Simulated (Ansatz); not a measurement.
# Si62P: the cost of one run

All numbers below are computed with Ansatz 0.2.0 (DFT LDA, plane waves, PAW, scalar-relativistic, collinear spin).

**1. Starting point**

The cell holds 63 atoms (PSi62): a = 10.860 Å, b = 10.860 Å, c = 10.860 Å, α = 90.00°, β = 90.00°, γ = 90.00°.

The coordinates stand in the first input below.

**2. End point A**

input.yaml

```yaml
crystal:
  lattice:
    - [10.86, 0.0, 0.0]
    - [0.0, 10.86, 0.0]
    - [0.0, 0.0, 10.86]
  atoms:
    - { symbol: Si, position: [0.4995856, -0.0039598, 0.0044032] }
    - { symbol: Si, position: [0.6234376, 0.1247902, 0.1228715] }
    - { symbol: P, position: [0.7465416, 0.2485094, 0.0007929], spin: 1.0 }
    - { symbol: Si, position: [0.8802061, 0.3799525, 0.1231807] }
    - { symbol: Si, position: [0.7438814, 0.0010211, 0.2470524] }
    - { symbol: Si, position: [0.8693185, 0.1254155, 0.3729437] }
    - { symbol: Si, position: [0.0008121, 0.0009885, 0.0006894] }
    - { symbol: Si, position: [0.126493, 0.1216022, 0.1266509] }
    - { symbol: Si, position: [0.2510616, 0.2551736, 9.91e-05] }
    - { symbol: Si, position: [0.3793552, 0.3780004, 0.122408] }
    - { symbol: Si, position: [0.498663, 0.4994843, 0.0041843] }
    - { symbol: Si, position: [0.6267896, 0.6281968, 0.1234479] }
    - { symbol: Si, position: [0.7503807, 0.7497001, 0.0022106] }
    - { symbol: Si, position: [0.8765298, 0.8704802, 0.125839] }
    - { symbol: Si, position: [0.2462096, 0.0033569, 0.2520573] }
    - { symbol: Si, position: [0.3775748, 0.1232146, 0.3757157] }
    - { symbol: Si, position: [0.4991047, 0.2530497, 0.2494138] }
    - { symbol: Si, position: [0.6244424, 0.3808775, 0.3769918] }
    - { symbol: Si, position: [0.7459346, 0.5015297, 0.2508039] }
    - { symbol: Si, position: [0.874926, 0.6253656, 0.3794144] }
    - { symbol: Si, position: [0.5030103, -0.0002722, 0.5011009] }
    - { symbol: Si, position: [0.6227321, 0.1247345, 0.6285879] }
    - { symbol: Si, position: [0.7548433, 0.2471121, 0.5017161] }
    - { symbol: Si, position: [0.8737897, 0.3772974, 0.6207588] }
    - { symbol: Si, position: [0.7495815, 9.28e-05, 0.7473286] }
    - { symbol: Si, position: [-0.0001202, 0.5006634, -0.0007231] }
    - { symbol: Si, position: [0.1213156, 0.6258641, 0.1275807] }
    - { symbol: Si, position: [0.256714, 0.7511578, -0.0034668] }
    - { symbol: Si, position: [0.3733783, 0.8728722, 0.1256158] }
    - { symbol: Si, position: [0.0013598, 0.2535596, 0.2543104] }
    - { symbol: Si, position: [0.1182572, 0.3740088, 0.3742207] }
    - { symbol: Si, position: [0.2517275, 0.4966646, 0.2518816] }
    - { symbol: Si, position: [0.3757359, 0.6251229, 0.3743808] }
    - { symbol: Si, position: [0.4993448, 0.7512694, 0.2471105] }
    - { symbol: Si, position: [0.6242548, 0.8739101, 0.3743345] }
    - { symbol: Si, position: [0.0026011, -0.0038063, 0.5013778] }
    - { symbol: Si, position: [0.1205581, 0.1262155, 0.6274457] }
    - { symbol: Si, position: [0.2492622, 0.2482917, 0.4974995] }
    - { symbol: Si, position: [0.3778448, 0.3757482, 0.6257048] }
    - { symbol: Si, position: [0.4995719, 0.5006798, 0.4991735] }
    - { symbol: Si, position: [0.6263073, 0.6242076, 0.6290797] }
    - { symbol: Si, position: [0.7492861, 0.7530676, 0.4978008] }
    - { symbol: Si, position: [0.8773274, 0.8756984, 0.6233788] }
    - { symbol: Si, position: [0.2496012, -0.0025286, 0.7482478] }
    - { symbol: Si, position: [0.3723532, 0.1168735, 0.8764885] }
    - { symbol: Si, position: [0.5005792, 0.2485304, 0.7512483] }
    - { symbol: Si, position: [0.6300682, 0.3685036, 0.869926] }
    - { symbol: Si, position: [0.7468565, 0.5002031, 0.7463977] }
    - { symbol: Si, position: [0.8746308, 0.6247507, 0.8783016] }
    - { symbol: Si, position: [-0.0001415, 0.7485651, 0.2503975] }
    - { symbol: Si, position: [0.1232278, 0.8720686, 0.3738781] }
    - { symbol: Si, position: [-0.0041429, 0.500071, 0.5011354] }
    - { symbol: Si, position: [0.1253976, 0.6242233, 0.6290625] }
    - { symbol: Si, position: [0.2481406, 0.7520267, 0.4973622] }
    - { symbol: Si, position: [0.3739179, 0.8770091, 0.6256986] }
    - { symbol: Si, position: [0.0030908, 0.2535562, 0.7545438] }
    - { symbol: Si, position: [0.1233919, 0.3728614, 0.8759351] }
    - { symbol: Si, position: [0.2509539, 0.5016866, 0.7550028] }
    - { symbol: Si, position: [0.3730909, 0.6275278, 0.8713137] }
    - { symbol: Si, position: [0.5036751, 0.7501703, 0.7483417] }
    - { symbol: Si, position: [0.6250419, 0.8735368, 0.873962] }
    - { symbol: Si, position: [-0.0026122, 0.7477058, 0.7486331] }
    - { symbol: Si, position: [0.1177161, 0.8695076, 0.8740146] }
magnetization:
  spin_polarized: true
total_charge: 2
basis:
  ecutwfc: 420.0
kpoints:
  mp_grid: { grid: [1, 1, 1] }
hamiltonian:
  xc: lda
  pseudopotentials: { kind: paw, azcp: { folder: soft_1 } }
scf:
  occupations: { method: gaussian, width: 0.05 }
  lower_state_search: "off"
relax:
  f_tol: 0.03
  max_steps: 60
  adjacent_minimum: "off"
```

Run with:

```sh
> ansatz run input.yaml --threads 4 --pin off --max-ram 10240MiB --backend cpu --events-out ev --progress --plain --runs-dir out
```

**Question.** How long does this run take on 4 threads of Arm Neoverse V1, shared host, and how much memory does it need?

About 58 s, with a peak of 1.5 GiB.
